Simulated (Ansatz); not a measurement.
# CH5NSSi: one species, many methods

The task here is to estimate one member of a computed series from the others.

Computed with Ansatz 0.2.0, Gaussian basis. Level: functionals in def2-TZVPP, the program's frozen cores in correlated methods.

Plan: LDA (SPW92), PBE-D4, revPBE-D4, BLYP-D4, r2SCAN-D4, B97M-V, PBE0-D4, B3LYP-D4, r2SCANh-D4, r2SCAN0-D4, HSE06-D4, BHLYP-D4, CAM-B3LYP-D4, LC-ωPBE, ωB97X-V, ωB97M-V, B2PLYP, PBE-QIDH; CCSD(T)/def2-SVP; CCSD(T)/def2-TZVPP; MP2/def2-QZVPP; extrapolation to the limit; RPA on PBE.

## The relaxed structure

An earlier PBE0-D4 in a triple-zeta def2 set relaxation fixed the geometry.

SMILES `C1N[SiH2]S1`, 9 atoms, charge 0, spin multiplicity 1.

Atoms are counted from 1 here; the program's logs count them from 0.

Bond lengths: C1–N2 1.451 Å, C1–S4 1.851 Å, C1–H5 1.094 Å, C1–H6 1.094 Å, N2–Si3 1.715 Å, N2–H7 1.005 Å, Si3–S4 2.135 Å, Si3–H8 1.491 Å, Si3–H9 1.487 Å. Angles: N2–C1–S4 100.7°, N2–C1–H5 113.9°, N2–C1–H6 113.6°, S4–C1–H5 109.3°, S4–C1–H6 109.3°, H5–C1–H6 109.5°, C1–N2–Si3 101.0°, C1–N2–H7 119.1°, Si3–N2–H7 133.3°, N2–Si3–S4 82.4°, N2–Si3–H8 117.1°, N2–Si3–H9 116.7°, S4–Si3–H8 116.5°, S4–Si3–H9 116.6°, H8–Si3–H9 106.6°, C1–S4–Si3 75.5°.

The first run:

Contents of in.yaml:

```yaml
crystal:
  periodic: [false, false, false]
  atoms:
    - {symbol: C, position_ang: [-0.400370, 0.968075, -0.591777]}
    - {symbol: N, position_ang: [0.786814, 0.225503, -0.210672]}
    - {symbol: Si, position_ang: [0.101191, -1.014781, 0.755945]}
    - {symbol: S, position_ang: [-1.686068, 0.103248, 0.420672]}
    - {symbol: H, position_ang: [-0.656320, 0.882165, -1.651923]}
    - {symbol: H, position_ang: [-0.366042, 2.023898, -0.308251]}
    - {symbol: H, position_ang: [1.600793, 0.270670, -0.798518]}
    - {symbol: H, position_ang: [0.131715, -2.400102, 0.204969]}
    - {symbol: H, position_ang: [0.576686, -1.104975, 2.162455]}
basis:
  gaussian: {orbitals: def2-TZVPP}
hamiltonian: {xc: lda}
output: {orbitals: {seedname: orbitals}}
```

Command:

```bash
$ ansatz run in.yaml --threads 2 --pin off --events-out ev --progress --plain --max-ram 4352MiB
```

Steps of the session up to this table: LDA; PBE-D4 (GGA); revPBE-D4 (GGA); BLYP-D4 (GGA); r2SCAN-D4 (meta-GGA); B97M-V (meta-GGA); B3LYP-D4 (hybrid); r2SCANh-D4 (hybrid); r2SCAN0-D4 (hybrid); HSE06-D4 (hybrid); BHLYP-D4 (hybrid); CAM-B3LYP-D4 (range-separated); LC-ωPBE (range-separated); ωB97X-V (range-separated); ωB97M-V (range-separated); B2PLYP (double hybrid); PBE-QIDH (double hybrid).

One of the session's tables, all rows but one given; the rest of the session is left out.

It belongs to the step «Frontier levels by functional». 

| functional | HOMO (eV) | gap (eV) |
| --- | --- | --- |
| LDA (SPW92) | -5.63 | 4.14 |
| PBE-D4 | -5.57 | 4.32 |
| revPBE-D4 | -5.53 | 4.39 |
| BLYP-D4 | -5.43 | 4.32 |
| r2SCAN-D4 | -5.82 | 4.94 |
| B97M-V | ? | ? |
| PBE0-D4 | -6.80 | 6.42 |
| B3LYP-D4 | -6.57 | 5.98 |
| r2SCANh-D4 | -6.27 | 5.69 |
| r2SCAN0-D4 | -6.96 | 6.81 |
| HSE06-D4 | -6.40 | 5.65 |
| BHLYP-D4 | -7.89 | 8.39 |
| CAM-B3LYP-D4 | -8.12 | 8.73 |
| LC-ωPBE | -9.49 | 11.30 |
| ωB97X-V | -9.15 | 10.80 |
| ωB97M-V | -8.99 | 10.32 |

Q: Estimate the row for B97M-V from the others.

The run gave: HOMO (eV): -5.95; gap (eV): 4.92. In the column «HOMO (eV)» it lies between r2SCANh-D4 (-6.27) and r2SCAN-D4 (-5.82).
